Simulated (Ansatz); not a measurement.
**C₂H₇AlO: how energies converge with the basis set**

One table from this session's results is given with a row withheld; the runs are named, their logs left out.

Program: Ansatz 0.2.0, Gaussian basis. Level of theory: one geometry, several basis sets. These are calculated values, not measurements.

Levels to be run: PBE0-D4/def2-SVP; ωB97M-V/def2-SVP; PBE0-D4/def2-QZVPP; ωB97M-V/def2-QZVPP; the functionals' def2-TZVPP values are taken from earlier runs.

## The relaxed structure

The geometry comes from an earlier relaxation with PBE0-D4 in a triple-zeta def2 set; it is a stationary point, not always the lowest conformer.

SMILES `C[CH2][AlH][OH]`, 11 atoms, charge 0, spin multiplicity 1.

Atoms are counted from 1 here; the program's logs count them from 0.

Bond lengths: C1–C2 1.528 Å, C1–H5 1.094 Å, C1–H6 1.094 Å, C1–H7 1.094 Å, C2–Al3 1.957 Å, C2–H8 1.098 Å, C2–H9 1.098 Å, Al3–O4 1.701 Å, Al3–H10 1.582 Å, O4–H11 0.956 Å. Angles: C2–C1–H5 111.7°, C2–C1–H6 112.3°, C2–C1–H7 111.7°, H5–C1–H6 106.9°, H5–C1–H7 106.9°, H6–C1–H7 106.9°, C1–C2–Al3 116.3°, C1–C2–H8 110.2°, C1–C2–H9 110.2°, Al3–C2–H8 107.6°, Al3–C2–H9 107.6°, H8–C2–H9 104.1°, C2–Al3–O4 121.1°, C2–Al3–H10 123.9°, O4–Al3–H10 115.0°, Al3–O4–H11 123.1°.

The first run:

in.yaml

```yaml
crystal:
  periodic: [false, false, false]
  atoms:
    - {symbol: C, position_ang: [-1.111562, 0.829380, 0.106431]}
    - {symbol: C, position_ang: [0.175910, 0.388020, 0.801985]}
    - {symbol: Al, position_ang: [1.254496, -0.947871, -0.137795]}
    - {symbol: O, position_ang: [0.762595, -1.576823, -1.639339]}
    - {symbol: H, position_ang: [-1.790957, -0.011875, -0.058702]}
    - {symbol: H, position_ang: [-1.662551, 1.574977, 0.687601]}
    - {symbol: H, position_ang: [-0.910627, 1.273263, -0.872923]}
    - {symbol: H, position_ang: [-0.049340, -0.009997, 1.800702]}
    - {symbol: H, position_ang: [0.818824, 1.256796, 0.997908]}
    - {symbol: H, position_ang: [2.622270, -1.522733, 0.412427]}
    - {symbol: H, position_ang: [-0.043756, -1.310137, -2.077797]}
basis:
  gaussian: {orbitals: def2-SVP}
hamiltonian: {xc: pbe0, dispersion: d4}
output: {orbitals: {seedname: orbitals}}
```

Among the steps run: PBE0-D4 in def2-SVP; ωB97M-V in def2-SVP; PBE0-D4 in def2-QZVPP; ωB97M-V in def2-QZVPP.

One table of the session follows, with a row left open; its other results are not shown here.

It belongs to the step «Density functionals: the series». 

| functional | basis | HOMO (eV) |
| --- | --- | --- |
| PBE0-D4 | def2-SVP | -7.45 |
| PBE0-D4 | def2-TZVPP | -7.51 |
| PBE0-D4 | def2-QZVPP | -7.53 |
| ωB97M-V | def2-SVP | -9.65 |
| ωB97M-V | def2-TZVPP | ? |
| ωB97M-V | def2-QZVPP | -9.75 |

**Question.** Estimate the row for ωB97M-V, def2-TZVPP.

**Answer.** HOMO (eV): -9.74. In the column «HOMO (eV)» it lies between ωB97M-V, def2-QZVPP (-9.75) and ωB97M-V, def2-SVP (-9.65).
